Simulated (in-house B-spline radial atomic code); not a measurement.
# Ru⁸⁺: ionisation energy by several methods

Aim: the ionisation energy of Ru⁸⁺ by several methods, each as the difference of two self-consistent energies (Ru⁸⁺ and the next ion, [Ar] 3d10 4s2 4p5).

Method: scalar-relativistic (X2C), several functionals, spin-polarised, exact exchange averaged over the configuration; spherical all-electron atom at the radial basis limit. Code: in-house B-spline radial atomic code version 1.

## 1. Starting point

* element: ruthenium (Z = 44)
* charge: +8
* electrons: 36
* configuration: [Ar] 3d10 4s2 4p6
* nucleus: Fermi, rms radius 4.481 fm

The outer shells:

[Ar] 3d10 4s2 4p6
```
[Ar] core
3d [↑↓][↑↓][↑↓][↑↓][↑↓]
4s [↑↓]
4p [↑↓][↑↓][↑↓]
```

Where spins are not typed, each open shell is filled with up spins first.

## 2. B97-1, a global hybrid

Settings of the run:

```ini
Z = 44
electrons = 36.0
configuration = [Ar] 3d10 4s2 4p6
hamiltonian = x2c
method = b97_1
spin_polarised = True
nucleus = fermi
rms_radius = 4.4809
mass_number = 102
atomic_mass = 101.904340312
speed_of_light = 137.035999084
exact_exchange = averaged over the configuration
```

Command:

```bash
$ python run_scf.py task.json out
```

The settings of every run stand in task.json; they run in order.

Main fields of the result record, rounded:

```text
status: converged
scf [iteration, energy, orbital gradient]:
  - [1, -4506.27670503, 0.604]
  - [2, -4512.33372791, 0.378]
  - [3, -4513.89833373, 0.0875]
  - [4, -4514.00201802, 0.0232]
  - [5, -4514.00785123, 0.0121]
  - [6, -4514.00952098, 0.000471]
  - [7, -4514.00952399, 3.22e-05]
  - [8, -4514.009524, 7.49e-07]
  - [9, -4514.009524, 5.94e-09]
energy [hartree]: {"total": -4514.009524, "kinetic": 4698.23196884, "nuclear": -10739.6371042, "coulomb": 1657.50466657, "exact_exchange": -26.9433297107, "xc": -103.165725533}
orbitals [hartree, bohr; up spins, the down spins are equal]:
  - ["name", "occ", "eps", "<r>", "<r^2>", "<1/r>", "r_max"]
  - ["1s up", 1.0, -812.45294, 0.03292, 0.0014742, 47.518, 0.021105]
  - ["2s up", 1.0, -121.84731, 0.14518, 0.024912, 10.677, 0.12281]
  - ["2p up", 3.0, -109.63912, 0.12675, 0.019641, 10.088, 0.098028]
  - ["3s up", 1.0, -25.811367, 0.40128, 0.18441, 3.6691, 0.36129]
  - ["3p up", 3.0, -21.774749, 0.40138, 0.18729, 3.4472, 0.35449]
  - ["3d up", 5.0, -15.282375, 0.38198, 0.17441, 3.2081, 0.30014]
  - ["4s up", 1.0, -7.5513618, 0.96594, 1.0486, 1.4321, 0.89428]
  - ["4p up", 3.0, -6.3074153, 1.0319, 1.2033, 1.3097, 0.94622]
sum_r [bohr^k]: {"-1": 247.7402, "1": 16.27062, "2": 12.72454}
radius_at_0.001 [bohr]: 2.336
radius_enclosing_fraction [bohr]: {"0.5": 0.3429, "0.9": 1.042, "0.99": 1.655}
slater [hartree]:
  F0(4s up,4s up): 0.92922
  F0(4s up,4s down): 0.92922
  F0(4s up,4p up): 0.89789
  G1(4s up,4p up): 0.61524
  F0(4s up,4p down): 0.89789
  F0(4s down,4s down): 0.92922
  F0(4s down,4p up): 0.89789
  F0(4s down,4p down): 0.89789
  G1(4s down,4p down): 0.61524
  F0(4p up,4p up): 0.87012
  F2(4p up,4p up): 0.46287
  F0(4p up,4p down): 0.87012
  F2(4p up,4p down): 0.46287
  F0(4p down,4p down): 0.87012
  F2(4p down,4p down): 0.46287
ionisation_energy [hartree]: 6.60054831
```

Run time: 0.49 s. Hardware: 1 thread, shared host.

The run also solves the next ion with the same method; the record keeps the difference, ionisation_energy. radius_at_0.001 is where the density falls to 0.001 electrons per bohr³.

Radial density 4πr²n(r) and radial functions P(r) = rR(r):

| r (bohr) | 4πr²n | 4s down | 4p down |
| --- | --- | --- | --- |
| 0.00254 | 6.168 | 0.1051 | 0.0037 |
| 0.00372 | 10.92 | 0.1393 | 0.0073 |
| 0.00545 | 18.52 | 0.1801 | 0.0141 |
| 0.00799 | 29.43 | 0.2236 | 0.0273 |
| 0.0117 | 42.42 | 0.2595 | 0.0515 |
| 0.0171 | 53.27 | 0.2682 | 0.0940 |
| 0.0251 | 55.93 | 0.2183 | 0.1639 |
| 0.0368 | 49.88 | 0.0763 | 0.2623 |
| 0.0540 | 48.81 | -0.1582 | 0.3669 |
| 0.0791 | 63.07 | -0.3875 | 0.4037 |
| 0.116 | 68.18 | -0.3933 | 0.2525 |
| 0.170 | 48.71 | 0.0036 | -0.1438 |
| 0.249 | 48.14 | 0.5574 | -0.5631 |
| 0.365 | 51.52 | 0.5515 | -0.5052 |
| 0.534 | 23.84 | -0.3027 | 0.2316 |
| 0.783 | 12.35 | -1.1329 | 1.0235 |
| 1.15 | 8.406 | -0.9883 | 1.0266 |
| 1.68 | 1.441 | -0.3507 | 0.4460 |
| 2.46 | 0.03629 | -0.0431 | 0.0737 |
| 3.61 | 6.173e-05 | -0.0012 | 0.0031 |

On the record's full grid the radial density has clear maxima near r = 0.021, 0.096, 0.30 bohr.

X-ray form factor of the spherical density:

| sinθ/λ (1/Å) | f (electrons) |
| --- | --- |
| 0 | 36.000 |
| 0.1 | 35.089 |
| 0.2 | 32.652 |
| 0.3 | 29.395 |
| 0.4 | 26.049 |
| 0.6 | 20.610 |
| 0.8 | 16.850 |
| 1 | 13.873 |
| 1.4 | 9.318 |
| 1.8 | 6.808 |
| 2.5 | 5.056 |
| 4 | 2.854 |
| 6 | 1.482 |

## 3. HSE06, a range-separated hybrid

Changes to the settings of step 2:

```diff
@@ -4,3 +4,3 @@
 hamiltonian = x2c
-method = b97_1
+method = hse06
 spin_polarised = True
```

From the record:

```text
status: converged
iterations: 9
energy [hartree]: {"total": -4513.80079938, "kinetic": 4698.30767535, "nuclear": -10739.4708133, "coulomb": 1657.25911871, "exact_exchange": -31.5178200693, "xc": -98.3789600599}
orbitals [hartree, bohr; up spins, the down spins are equal]:
  - ["name", "occ", "eps", "<r>"]
  - ["1s up", 1.0, -812.99497, 0.032916]
  - ["2s up", 1.0, -122.00451, 0.14514]
  - ["2p up", 3.0, -109.76112, 0.12673]
  - ["3s up", 1.0, -25.898328, 0.401]
  - ["3p up", 3.0, -21.839979, 0.40118]
  - ["3d up", 5.0, -15.308804, 0.3821]
  - ["4s up", 1.0, -7.5622548, 0.96625]
  - ["4p up", 3.0, -6.3071578, 1.0326]
sum_r [bohr^k]: {"-1": 247.7374, "1": 16.27478, "2": 12.73333}
ionisation_energy [hartree]: 6.59893591
```

Run time: 1.1 s. Hardware: 1 thread, shared host.

## 4. B3LYP, a global hybrid

Changes to the settings of step 3:

```diff
@@ -4,3 +4,3 @@
 hamiltonian = x2c
-method = hse06
+method = b3lyp
 spin_polarised = True
```

From the record:

```text
status: converged
iterations: 9
energy [hartree]: {"total": -4514.20949082, "kinetic": 4698.44209429, "nuclear": -10739.7349645, "coulomb": 1657.3859177, "exact_exchange": -25.6587369661, "xc": -104.643801313}
orbitals [hartree, bohr; up spins, the down spins are equal]:
  - ["name", "occ", "eps", "<r>"]
  - ["1s up", 1.0, -812.42601, 0.032921]
  - ["2s up", 1.0, -121.7965, 0.14518]
  - ["2p up", 3.0, -109.61794, 0.12673]
  - ["3s up", 1.0, -25.791907, 0.40138]
  - ["3p up", 3.0, -21.762571, 0.40146]
  - ["3d up", 5.0, -15.270467, 0.38214]
  - ["4s up", 1.0, -7.5434702, 0.96573]
  - ["4p up", 3.0, -6.3022365, 1.0325]
sum_r [bohr^k]: {"-1": 247.7421, "1": 16.2762, "2": 12.7414}
ionisation_energy [hartree]: 6.60005933
```

It took 0.53 s on 1 thread, shared host.

## 5. r2SCAN0, a global hybrid

Changes to the settings of step 4:

```diff
@@ -4,3 +4,3 @@
 hamiltonian = x2c
-method = b3lyp
+method = r2scan0
 spin_polarised = True
```

From the record:

```text
status: converged
iterations: 7
energy [hartree]: {"total": -4514.16042601, "kinetic": 4698.51321996, "nuclear": -10739.7613658, "coulomb": 1657.36416388, "exact_exchange": -32.0814597849, "xc": -98.1949842287}
orbitals [hartree, bohr; up spins, the down spins are equal]:
  - ["name", "occ", "eps", "<r>"]
  - ["1s up", 1.0, -814.2573, 0.032923]
  - ["2s up", 1.0, -122.55109, 0.14509]
  - ["2p up", 3.0, -110.19495, 0.12674]
  - ["3s up", 1.0, -26.154483, 0.40045]
  - ["3p up", 3.0, -22.032958, 0.40083]
  - ["3d up", 5.0, -15.409813, 0.38214]
  - ["4s up", 1.0, -7.6277256, 0.96753]
  - ["4p up", 3.0, -6.348431, 1.0325]
sum_r [bohr^k]: {"-1": 247.7416, "1": 16.27375, "2": 12.7294}
ionisation_energy [hartree]: 6.62105905
```

Run time: 0.63 s. Hardware: 1 thread, shared host.

Meta-GGA runs start from a PBE run whose iterations are not counted.

## 6. BHandHLYP, a global hybrid

Changes to the settings of step 5:

```diff
@@ -4,3 +4,3 @@
 hamiltonian = x2c
-method = r2scan0
+method = bhandhlyp
 spin_polarised = True
```

From the record:

```text
status: converged
iterations: 9
energy [hartree]: {"total": -4514.2106486, "kinetic": 4698.68578976, "nuclear": -10739.9762792, "coulomb": 1657.39983017, "exact_exchange": -64.1602100921, "xc": -66.1597792328}
orbitals [hartree, bohr; up spins, the down spins are equal]:
  - ["name", "occ", "eps", "<r>"]
  - ["1s up", 1.0, -816.15383, 0.032915]
  - ["2s up", 1.0, -123.21702, 0.14508]
  - ["2p up", 3.0, -110.80901, 0.12673]
  - ["3s up", 1.0, -26.439927, 0.40051]
  - ["3p up", 3.0, -22.300586, 0.4007]
  - ["3d up", 5.0, -15.62981, 0.38194]
  - ["4s up", 1.0, -7.7413521, 0.96701]
  - ["4p up", 3.0, -6.422688, 1.0341]
sum_r [bohr^k]: {"-1": 247.7474, "1": 16.27974, "2": 12.75238}
ionisation_energy [hartree]: 6.59914475
```

Wall time 0.48 s (1 thread, shared host).

## 7. The ladder

| method | rung | total energy (hartree) | ΔSCF (eV) | −ε highest (eV) | ΔSCF less tabulated (eV) |
| --- | --- | --- | --- | --- | --- |
| B97-1 | global hybrid | -4514.0095 | 179.61 | 171.63 (4p up) | +1.20 |
| B3LYP | global hybrid | -4514.2095 | 179.60 | 171.49 (4p up) | +1.19 |
| r2SCAN0 | global hybrid | -4514.1604 | 180.17 | 172.75 (4p up) | +1.76 |
| BHandHLYP | global hybrid | -4514.2106 | 179.57 | 174.77 (4p up) | +1.16 |
| HSE06 | range-separated hybrid | -4513.8008 | 179.57 | 171.63 (4p up) | +1.16 |

What this shows: The tabulated ionisation energy is 178.41 ± 0.05 eV (semi-empirical; NIST Atomic Spectra Database). HSE06 comes nearest (+1.16 eV) and r2SCAN0 is farthest (+1.76 eV, 0.99 %). All methods miss on the same side by much the same amount, which points to something that they share. Relativistic terms that these runs lack can be as large as the gaps between close methods, so the nearest may be so by luck. Spin-orbit coupling is left out. Open shells are averaged (over orientations, and over spins where the run is restricted), while tables refer to the lowest levels.

What each method cost (CPU seconds, one thread, shared host; runs marked * also made radial tables):

| method | CPU time | miss (eV) |
| --- | --- | --- |
| BHandHLYP | 0.48 s | +1.16 |
| B97-1* | 0.49 s | +1.20 |
| B3LYP* | 0.53 s | +1.19 |
| r2SCAN0* | 0.63 s | +1.76 |
| HSE06* | 1.1 s | +1.16 |
